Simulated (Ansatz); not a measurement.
**H7NO2Si2: one species, many methods**

Aim: compute H7NO2Si2 with functionals from several rungs and with coupled cluster. The yardstick is the atomisation energy at the CCSD(T) limit.

Program: Ansatz 0.2.0, Gaussian basis. Level of theory: functionals in def2-TZVPP, the program's frozen cores in correlated methods. These are calculated values, not measurements.

Levels to be run: PBE-D4, r2SCAN-D4, PBE0-D4, B3LYP-D4, ωB97X-V, ωB97M-V, B2PLYP; CCSD(T)/def2-TZVPP; MP2/def2-QZVPP; extrapolation to the limit.

### Step 1. The relaxed structure

All runs share one geometry, relaxed beforehand with PBE0-D4 in a triple-zeta def2 set.

SMILES `O[SiH](O)N[SiH3]`, 12 atoms, charge 0, spin multiplicity 1.

Atoms are counted from 1 here; the program's logs count them from 0.

Bond lengths: O1–Si2 1.638 Å, O1–H6 0.959 Å, Si2–O3 1.642 Å, Si2–N4 1.707 Å, Si2–H7 1.479 Å, O3–H8 0.957 Å, N4–Si5 1.733 Å, N4–H9 1.009 Å, Si5–H10 1.485 Å, Si5–H11 1.486 Å, Si5–H12 1.488 Å. Angles: Si2–O1–H6 116.9°, O1–Si2–O3 114.5°, O1–Si2–N4 112.1°, O1–Si2–H7 102.8°, O3–Si2–N4 101.8°, O3–Si2–H7 110.8°, N4–Si2–H7 115.4°, Si2–O3–H8 118.1°, Si2–N4–Si5 127.4°, Si2–N4–H9 116.9°, Si5–N4–H9 115.6°, N4–Si5–H10 111.6°, N4–Si5–H11 112.7°, N4–Si5–H12 106.7°, H10–Si5–H11 108.2°, H10–Si5–H12 109.1°, H11–Si5–H12 108.4°.

### Step 2. PBE-D4 (GGA)

in.yaml

```yaml
crystal:
  periodic: [false, false, false]
  atoms:
    - {symbol: O, position_ang: [-1.938946, 1.417119, 0.810873]}
    - {symbol: Si, position_ang: [-0.778203, 0.265243, 0.907327]}
    - {symbol: O, position_ang: [-1.223791, -1.201422, 0.318740]}
    - {symbol: N, position_ang: [0.575210, 0.634543, -0.065700]}
    - {symbol: Si, position_ang: [1.480646, -0.452988, -1.066838]}
    - {symbol: H, position_ang: [-2.248712, 1.648608, -0.067148]}
    - {symbol: H, position_ang: [-0.513014, 0.189570, 2.360628]}
    - {symbol: H, position_ang: [-1.777974, -1.757528, 0.866405]}
    - {symbol: H, position_ang: [0.924938, 1.579776, -0.022531]}
    - {symbol: H, position_ang: [1.891817, -1.670011, -0.321391]}
    - {symbol: H, position_ang: [0.729155, -0.881424, -2.275066]}
    - {symbol: H, position_ang: [2.696674, 0.283314, -1.506100]}
basis:
  gaussian: {orbitals: def2-TZVPP}
hamiltonian: {xc: pbe, dispersion: d4}
output: {forces: true, orbitals: {seedname: orbitals}}
```

Command:

```console
$ ansatz run in.yaml --threads 4 --pin off --events-out ev --progress --plain --max-ram 10444MiB
```

Further steps of the session: r2SCAN-D4 (meta-GGA); PBE0-D4 (hybrid); B3LYP-D4 (hybrid); ωB97X-V (range-separated); ωB97M-V (range-separated); B2PLYP (double hybrid); CCSD(T) in def2-TZVPP; MP2 in def2-QZVPP.

Q: Predict the results of all the runs planned. Wanted: atomisation energy, CCSD(T)/CBS; farthest; mean size of error, hybrid; mean size of error, range-separated; gap, smallest and largest; T1 diagnostic; triples share of the correlation energy.

The runs gave:

| quantity | value |
| --- | --- |
| atomisation energy, CCSD(T)/CBS | 44.943 eV |
| functionals within 0.225 eV (0.5 %) | PBE-D4, ωB97X-V, ωB97M-V |
| farthest | PBE0-D4 (-0.925 eV) |
| mean size of error, hybrid | 0.631 eV |
| mean size of error, range-separated | 0.046 eV |
| gap, smallest and largest | 5.81 eV (PBE-D4), 12.37 eV (ωB97X-V) |
| T1 diagnostic | 0.0112 |
| triples share of the correlation energy | 3.4 % |

In words: PBE-D4 is off by -0.199 eV. Double hybrids carry the basis error of their MP2 part in triple zeta, and no dispersion term here, so their miss is partly the set-up's. Misses under about 0.225 eV are within the doubt on the reference itself, which lacks core-valence correlation, relativity and higher excitations. Hartree-Fock recovers 71 % of the binding; the rest is correlation. The gap grows from 5.8 to 12.4 eV across the functionals, mostly with the share of exact exchange.
